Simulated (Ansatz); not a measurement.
# SnH4S4: taking an electron away

One table from this session's results is given with a row withheld; the runs are named, their logs left out.

Computed with Ansatz 0.2.0, Gaussian basis. Level: unrestricted cation, the program's frozen cores in correlated methods.

Plan: UKS PBE-D4/def2-TZVPP; UKS r2SCAN-D4/def2-TZVPP; UKS PBE0-D4/def2-TZVPP; UKS B3LYP-D4/def2-TZVPP; UKS wB97X-V/def2-TZVPP; UKS wB97M-V/def2-TZVPP; UKS B2PLYP/def2-TZVPP; UHF-CCSD(T)/def2-TZVPP; UHF-MP2/def2-QZVPP; extrapolation to the limit; then −ε(HOMO) from the neutral's earlier runs with LDA (SPW92), PBE-D4, revPBE-D4, BLYP-D4, r2SCAN-D4, B97M-V, PBE0-D4, B3LYP-D4, r2SCANh-D4, r2SCAN0-D4, HSE06-D4, BHLYP-D4, CAM-B3LYP-D4, LC-ωPBE, ωB97X-V, ωB97M-V.

**Structure used throughout**

All runs share one geometry, relaxed beforehand with PBE0-D4 in a triple-zeta def2 set. Sn takes the def2 core potential; no spin-orbit term is included.

SMILES `[SH][Sn]([SH])([SH])[SH]`, 9 atoms, charge 0, spin multiplicity 1.

Atoms are counted from 1 here; the program's logs count them from 0.

Bond lengths: S1–Sn2 2.393 Å, S1–H6 1.345 Å, Sn2–S3 2.387 Å, Sn2–S4 2.397 Å, Sn2–S5 2.392 Å, S3–H7 1.344 Å, S4–H8 1.344 Å, S5–H9 1.344 Å. Angles: Sn2–S1–H6 91.8°, S1–Sn2–S3 111.3°, S1–Sn2–S4 104.6°, S1–Sn2–S5 113.0°, S3–Sn2–S4 112.6°, S3–Sn2–S5 103.6°, S4–Sn2–S5 112.0°, Sn2–S3–H7 92.1°, Sn2–S4–H8 92.3°, Sn2–S5–H9 92.2°.

Set-up of the first run:

The input, in.yaml:

```yaml
crystal:
  periodic: [false, false, false]
  atoms:
    - {symbol: S, position_ang: [-0.407334, 1.979542, -1.303424]}
    - {symbol: Sn, position_ang: [0.248178, 0.135520, 0.073969]}
    - {symbol: S, position_ang: [2.624265, -0.057135, 0.191026]}
    - {symbol: S, position_ang: [-0.782577, -1.775338, -0.942363]}
    - {symbol: S, position_ang: [-0.406637, 0.399190, 2.358939]}
    - {symbol: H, position_ang: [-1.563257, 1.376586, -1.633654]}
    - {symbol: H, position_ang: [2.681473, -0.694457, -0.991382]}
    - {symbol: H, position_ang: [-0.775049, -2.462256, 0.213323]}
    - {symbol: H, position_ang: [-1.530664, 1.052148, 2.016466]}
basis:
  gaussian: {orbitals: def2-TZVPP}
total_charge: 1
magnetization: {spin_polarized: true, initial_magnetization: 1}
hamiltonian: {xc: pbe, dispersion: d4}
```

Launch:

```bash
ansatz run in.yaml --threads 2 --pin off --events-out ev --progress --plain --max-ram 32768MiB --backend cuda --devices 0, --max-vram 18GiB
```

Among the steps run: Cation, UKS PBE-D4/def2-TZVPP; Cation, UKS r2SCAN-D4/def2-TZVPP; Cation, UKS PBE0-D4/def2-TZVPP; Cation, UKS B3LYP-D4/def2-TZVPP; Cation, UKS wB97X-V/def2-TZVPP; Cation, UKS wB97M-V/def2-TZVPP; Cation, UKS B2PLYP (frozen core)/def2-TZVPP; Cation, UHF-CCSD(T)/def2-TZVPP; Cation, UHF-MP2/def2-QZVPP.

One of the session's tables, all rows but one given; the rest of the session is left out.

Orbital estimates, from the neutral's runs:

```
  functional  −ε(HOMO) (eV)
 LDA (SPW92)           6.54
      PBE-D4           6.41
   revPBE-D4           6.37
     BLYP-D4           6.23
   r2SCAN-D4           6.72
      B97M-V           6.79
     PBE0-D4           7.67
    B3LYP-D4           7.39
  r2SCANh-D4           7.18
  r2SCAN0-D4              ?
    HSE06-D4           7.27
    BHLYP-D4           8.75
CAM-B3LYP-D4           8.98
     LC-ωPBE          10.43
     ωB97X-V          10.04
     ωB97M-V           9.85
```

**Question.** Estimate the row for r2SCAN0-D4.

Worked estimate for «−ε(HOMO) (eV)». Against the share of exact exchange, r2SCAN-D4 (0, 6.72), r2SCANh-D4 (0.1, 7.18) give a slope of 4.60 per unit share; at 0.25 the line stands at 7.87.

As computed: −ε(HOMO) (eV): 7.86. In «−ε(HOMO) (eV)» the line misses by +0.01.
